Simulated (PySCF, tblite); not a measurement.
# C7H14S: geometry, infrared bands and NMR shifts

Aim: predict the infrared bands and NMR shifts of C7H14S (`CC(C)[C@@H]1C[C@H]1CS`).

Computed with tblite 0.8.0 and PySCF 2.14.0, with density-fitted response routines of our own, on a single molecule in the gas phase. Atoms count from 0, in the outputs and in this text.

### 1 Starting geometry

22 atoms, charge 0, multiplicity 1; geometry from: force field or distance geometry start.

Bonds of the start (Å): C0–C1 1.53, C1–C2 1.51, C1–C3 1.51, C3–C4 1.50, C4–C5 1.51, C5–C6 1.50, C6–S7 1.81, C5–C3 1.51, C0–H8 1.10, C0–H9 1.09, C0–H10 1.11, C1–H11 1.09, C2–H12 1.09, C2–H13 1.09, C2–H14 1.10, C3–H15 1.11, C4–H16 1.09, C4–H17 1.08, C5–H18 1.08, C6–H19 1.10, C6–H20 1.10, S7–H21 1.34.

### 2 Geometry optimisation with GFN2-xTB

The job: settings as JSON, then the geometry in Å.

```
{"job": {"kind": "relax", "xc": "GFN2-xTB", "basis": "xTB"}, "charge": 0, "multiplicity": 1}
C     -1.931300    -1.223200     0.115200
C     -1.315300     0.028600    -0.519000
C     -2.245800     1.215500    -0.381900
C      0.010800     0.336200     0.140900
C      1.076000     1.084800    -0.595400
C      1.262000    -0.383000    -0.310600
C      2.266200    -0.842000     0.700200
S      3.894600    -0.972800    -0.079600
H     -2.121100    -1.080800     1.187500
H     -1.282000    -2.087600     0.013700
H     -2.895400    -1.463300    -0.368700
H     -1.157600    -0.178300    -1.575600
H     -1.824500     2.110400    -0.842300
H     -2.450900     1.460900     0.661600
H     -3.215000     1.022300    -0.874500
H     -0.100100     0.547500     1.220000
H      0.887200     1.375400    -1.628400
H      1.662000     1.806600    -0.049900
H      1.168500    -1.079800    -1.126000
H      2.344200    -0.151500     1.555300
H      1.973900    -1.820300     1.096000
H      3.983100     0.313800    -0.440000
```

Run with:

```
$ OMP_NUM_THREADS=1 python probes_run.py task.json out
```

One launch serves the whole session: the jobs run in the order shown.

**Question.** This job is followed by: GFN2-xTB harmonic vibrations, gas phase; GIAO PBE0/pcSseg-1 NMR shielding, non-relativistic, gas phase. What will the session give for the following? strongest single infrared mode (GFN2-xTB); zero-point energy (GFN2-xTB); ¹³C shifts against TMS (PBE0/pcSseg-1); ¹H shifts against TMS (PBE0/pcSseg-1, means over atoms taken as alike); ³³S shifts against CS2 (PBE0/pcSseg-1).

The runs gave:

| quantity | value |
| --- | --- |
| strongest single infrared mode (GFN2-xTB) | 2440 cm⁻¹, 121 km/mol |
| zero-point energy (GFN2-xTB) | 119.6 kcal/mol |
| ¹³C shifts against TMS (PBE0/pcSseg-1) | 38.2, 37.6, 32.5, 27.0, 24.7, 24.1, 13.6 ppm |
| ¹H shifts against TMS (PBE0/pcSseg-1, means over atoms taken as alike) | 2.77, 1.96, 1.58, 1.08, 1.04, 0.82, 0.56, 0.30, 0.17, 0.07 ppm |
| ³³S shifts against CS2 (PBE0/pcSseg-1) | -81 ppm |

**Reading.** Over 31 steps the energy fell by 0.068 eV; of the close pairs, C6–S7 changed most, 1.810 to 1.835 Å. No mode is imaginary among the 60: a minimum at this level. The strongest single mode, at 2440 cm⁻¹, moves mainly H21. GFN2-xTB is a fitted tight-binding method: band positions and strengths are rough. Its intensities can rank the bands wrongly. At PBE0/pcSseg-1: Shielding is most anisotropic at S7 (span 373 ppm, paramagnetic term -468 ppm).
